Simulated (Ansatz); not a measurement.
# CH2SiTe: a relaxed scan of the bond length C1–H4

How does the energy rise as the bond length C1–H4 leaves its equilibrium value, and do density functionals follow CCSD(T)? At each value the rest of the molecule is relaxed at PBE0-D4 with the distance held.

Program: Ansatz 0.2.0, Gaussian basis. Level of theory: single points in def2-TZVPP. These are calculated values, not measurements.

Levels: PBE-D4, r2SCAN-D4, PBE0-D4, B3LYP-D4, wB97M-V, Hartree-Fock, MP2, CCSD, CCSD(T). The scan takes 0.949, 0.987, 1.042, 1.106, 1.177, 1.254, 1.335, 1.421, 1.510 Å.

Cores are frozen in the correlated methods. Filled d shells of the heavier atoms are correlated. Core potentials replace the inner electrons past krypton, and spin-orbit coupling is left out. B3LYP uses VWN-RPA correlation.

49 further runs of the same task are left out: 49 set aside as unsound or not needed.

## (1) The system as given

The minimum, relaxed at PBE0-D4: 5 atoms, charge 0, spin multiplicity 1.

Atoms are counted from 1 here; the program's logs count them from 0.

Bond lengths: C1–Si2 1.649 Å, C1–H4 1.079 Å, Si2–Te3 2.463 Å, Te3–H5 1.660 Å. Angles: Si2–C1–H4 157.1°, C1–Si2–Te3 114.0°, Si2–Te3–H5 91.6°.

Geometry (Å):

```mol
CH2SiTe
  3D, bonds by distance, orders not assigned

  5  4  0  0  0  0  0  0  0  0999 V2000
   -1.6022   -0.3880   -0.0682 C   0  0
   -0.0814   -0.1898   -0.6748 Si  0  0
    1.5613    0.6091    0.9780 Te  0  0
   -2.6523   -0.6340   -0.0808 H   0  0
    2.7747    0.6028   -0.1542 H   0  0
  1  2  8  0
  1  4  8  0
  2  3  8  0
  3  5  8  0
M  END
```

Energies of the minimum (eV), from earlier single points: PBE-D4 -16232.50290, r2SCAN-D4 -16239.33882, PBE0-D4 -16233.48796, B3LYP-D4 -16241.07743, wB97M-V -16235.88771, CCSD(T) -16207.63208.

At the minimum the bond length C1–H4 is 1.079 Å.

## (2) C1–H4 = 0.949 Å

relax/in.yaml

```yaml
crystal:
  periodic: [false, false, false]
  atoms:
    - {symbol: C, position_ang: [-1.602228, -0.387961, -0.068215]}
    - {symbol: Si, position_ang: [-0.081427, -0.189845, -0.674810]}
    - {symbol: Te, position_ang: [1.561254, 0.609081, 0.978003]}
    - {symbol: H, position_ang: [-2.526133, -0.604477, -0.079249]}
    - {symbol: H, position_ang: [2.774685, 0.602774, -0.154221]}
basis:
  gaussian: {orbitals: def2-TZVP}
hamiltonian: {xc: pbe0, dispersion: d4}
relax: {f_tol: 0.005, max_steps: 200, constraints: [{distance: [0, 3]}]}
```

No record of the launch command was kept for these runs.

The runs that follow: C1–H4 = 0.987 Å; C1–H4 = 1.042 Å; C1–H4 = 1.106 Å; C1–H4 = 1.177 Å; C1–H4 = 1.254 Å; C1–H4 = 1.335 Å; C1–H4 = 1.421 Å; C1–H4 = 1.510 Å.

**Question.** What will these runs give? Wanted: highest point, CCSD(T); lowest point, CCSD(T); minimum along the scan, CCSD(T); RMS deviation from CCSD(T); largest T1 diagnostic.

**Answer**, as computed:

| quantity | value |
| --- | --- |
| highest point, CCSD(T) | 37.3 kcal/mol at 1.510 Å |
| lowest point, CCSD(T) | 0.0 kcal/mol at 1.079 Å |
| minimum along the scan, CCSD(T) | 1.078 Å |
| curvature there | 36.9 eV/Å² |
| RMS deviation from CCSD(T) | PBE-D4 1.4, r2SCAN-D4 0.1, PBE0-D4 0.4, B3LYP-D4 0.2, wB97M-V 0.7, Hartree-Fock 3.3, MP2 0.9, CCSD 0.6 kcal/mol |
| largest T1 diagnostic | 0.041 |

What this shows: A polynomial through the near points puts the CCSD(T) minimum 0.001 Å below the PBE0-D4 value. The well is lopsided: squeezing costs more than stretching by the same length. Curvature against CCSD(T): PBE-D4 -5 %, Hartree-Fock +10 %. r2SCAN-D4 follows the CCSD(T) curve best and Hartree-Fock worst. The T1 diagnostic is large here, over the usual mark for main-group molecules (transition-metal compounds often pass it harmlessly), so CCSD(T) itself may be off. The restricted Hartree–Fock reference is unstable towards an unrestricted one at one or more of these structures.
